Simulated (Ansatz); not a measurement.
# ClFMoS₂: small, medium and large basis sets

The task here is to estimate one member of a computed series from the others.

The runs use Ansatz 0.2.0, Gaussian basis; one geometry, several basis sets.

Plan: PBE0-D4/def2-SVP; ωB97M-V/def2-SVP; PBE0-D4/def2-QZVPP; ωB97M-V/def2-QZVPP; the functionals' def2-TZVPP values are taken from earlier runs.

## The geometry

An earlier PBE0-D4 in a triple-zeta def2 set relaxation fixed the geometry. Mo takes the def2 core potential; no spin-orbit term is included.

SMILES `[F][Mo](=[S])(=[S])[Cl]`, 5 atoms, charge 0, spin multiplicity 1.

Atoms are counted from 1 here; the program's logs count them from 0.

Bond lengths: F1–Mo2 1.831 Å, Mo2–S3 2.085 Å, Mo2–S4 2.085 Å, Mo2–Cl5 2.229 Å. Angles: F1–Mo2–S3 109.6°, F1–Mo2–S4 109.6°, F1–Mo2–Cl5 113.0°, S3–Mo2–S4 107.6°, S3–Mo2–Cl5 108.4°, S4–Mo2–Cl5 108.4°.

Geometry (Å):

```xyz
5

F    -0.67669   -0.26346    1.76716
Mo   -0.02152   -0.03134    0.07303
S     1.83667   -0.96261   -0.09385
S    -1.30343   -0.93073   -1.30385
Cl    0.21487    2.11444   -0.48389
```

Set-up of the first run:

in.yaml

```yaml
crystal:
  periodic: [false, false, false]
  atoms:
    - {symbol: F, position_ang: [-0.676692, -0.263464, 1.767162]}
    - {symbol: Mo, position_ang: [-0.021519, -0.031343, 0.073027]}
    - {symbol: S, position_ang: [1.836672, -0.962605, -0.093851]}
    - {symbol: S, position_ang: [-1.303425, -0.930727, -1.303853]}
    - {symbol: Cl, position_ang: [0.214865, 2.114440, -0.483885]}
basis:
  gaussian: {orbitals: def2-SVP}
hamiltonian: {xc: pbe0, dispersion: d4}
output: {orbitals: {seedname: orbitals}}
```

Run with:

```sh
ansatz run in.yaml --threads 4 --pin off --events-out ev --progress --plain --max-ram 10444MiB
```

Among the steps run: PBE0-D4 in def2-SVP; ωB97M-V in def2-SVP; PBE0-D4 in def2-QZVPP; ωB97M-V in def2-QZVPP.

One of the session's tables, all rows but one given; the rest of the session is left out.

It belongs to the step «Functionals by basis». 

```
functional       basis  HOMO (eV)  LUMO (eV)
   PBE0-D4    def2-SVP      -7.87      -3.84
   PBE0-D4  def2-TZVPP      -7.82      -3.83
   PBE0-D4  def2-QZVPP      -7.82      -3.83
   ωB97M-V    def2-SVP          ?          ?
   ωB97M-V  def2-TZVPP      -9.76      -1.80
   ωB97M-V  def2-QZVPP      -9.78      -1.81
```

Q: Estimate the row for ωB97M-V, def2-SVP from the others.

The run gave: HOMO (eV): -9.77; LUMO (eV): -1.75. In the column «HOMO (eV)» it lies between ωB97M-V, def2-QZVPP (-9.78) and ωB97M-V, def2-TZVPP (-9.76).
